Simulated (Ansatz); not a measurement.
# BGeCl+ (doublet): the correlation ladder, cc-pVDZ

Aim: climb from Hartree-Fock through coupled cluster for BGeCl+ (doublet) at one geometry and basis, and see what each rung misses.

Program: Ansatz 0.2.0, Gaussian basis. Level of theory: cc-pVDZ, core rule «outside noble gas», up to 20 orbitals frozen. These are calculated values, not measurements.

To be run: UHF; CCSD(T) on ROHF; CCSD(T) on UHF; BCCD(T) on ROHF; CISD as a restricted active space (open shells left free, so some higher excitations enter); CCSDT(Q) on ROHF; CCSDT(Q) on UHF.

20 further runs of the same task are left out: 9 that didn't finish, 11 set aside as unsound or not needed. Runs told in other sessions of the task aren't counted.

## 1. What is computed

The geometry is a PBE0/def2-TZVP stationary point (not a proven minimum) of the parent state, kept for this charge and spin. No spin-orbit coupling is included. The filled d shell of Ge may be among the frozen orbitals whatever the setting's name suggests.

3 atoms, charge 1, spin multiplicity 2.

Atoms are counted from 1 here; the program's logs count them from 0.

Bond lengths: B1–Ge2 2.264 Å, B1–Cl3 2.085 Å, Ge2–Cl3 2.259 Å. Angles: Ge2–B1–Cl3 62.4°, B1–Ge2–Cl3 54.9°, B1–Cl3–Ge2 62.7°.

## 2. UHF

The input, in.yaml:

```yaml
crystal:
  periodic: [false, false, false]
  atoms:
    - {symbol: B, position_ang: [0.000000, -1.623594, -0.677472]}
    - {symbol: Ge, position_ang: [0.000000, 0.087356, 0.804839]}
    - {symbol: Cl, position_ang: [0.000000, 0.316111, -1.442456]}
basis:
  gaussian: {orbitals: cc-pVDZ}
total_charge: 1
magnetization: {spin_polarized: true, initial_magnetization: 1}
hamiltonian: {xc: hf}
output: {orbitals: {seedname: orbitals}}
```

Launch:

```console
$ ansatz run in.yaml --threads 1 --pin off --events-out ev --progress --plain --max-ram 2393MiB
```

Further steps of the session: CCSD(T) on ROHF; CCSD(T) on UHF; BCCD(T) on ROHF; CISD as a restricted active space (open shells left free, so some higher excitations enter); CCSDT(Q) on ROHF; CCSDT(Q) on UHF.

Q: Predict the results of all the runs planned. Wanted: UCCSDT(Q) from the RHF energy; RMP2 from UCCSDT(Q); UMP2 from UCCSDT(Q); RCCSD from UCCSDT(Q); RCCSD(T) from UCCSDT(Q); UCCSD(T) from UCCSDT(Q); RCCSDT(Q) from UCCSDT(Q); T1 diagnostic.

**Answer**, as computed:

| quantity | value |
| --- | --- |
| UCCSDT(Q) from the ROHF energy | -8.2045 eV |
| RMP2 from UCCSDT(Q) | +1438.2 meV |
| UMP2 from UCCSDT(Q) | +1426.7 meV |
| RCCSD from UCCSDT(Q) | +405.4 meV |
| RCCSD(T) from UCCSDT(Q) | +77.3 meV |
| UCCSD(T) from UCCSDT(Q) | +74.0 meV |
| RCCSDT(Q) from UCCSDT(Q) | +6.5 meV |
| levels within 1 kcal/mol (43 meV) | RCCSDT, UCCSDT, RCCSDT(Q) |
| T1 diagnostic | 0.040 |

What this shows: RCCSD(T) misses by +77.3 meV, 0.9 % of the correlation energy. These misses are within one basis, not against nature; the frozen cores of restricted and unrestricted runs differ, which can shift their rows.

With open shells the CI space here admits some higher excitations, so it is larger than plain CISD.
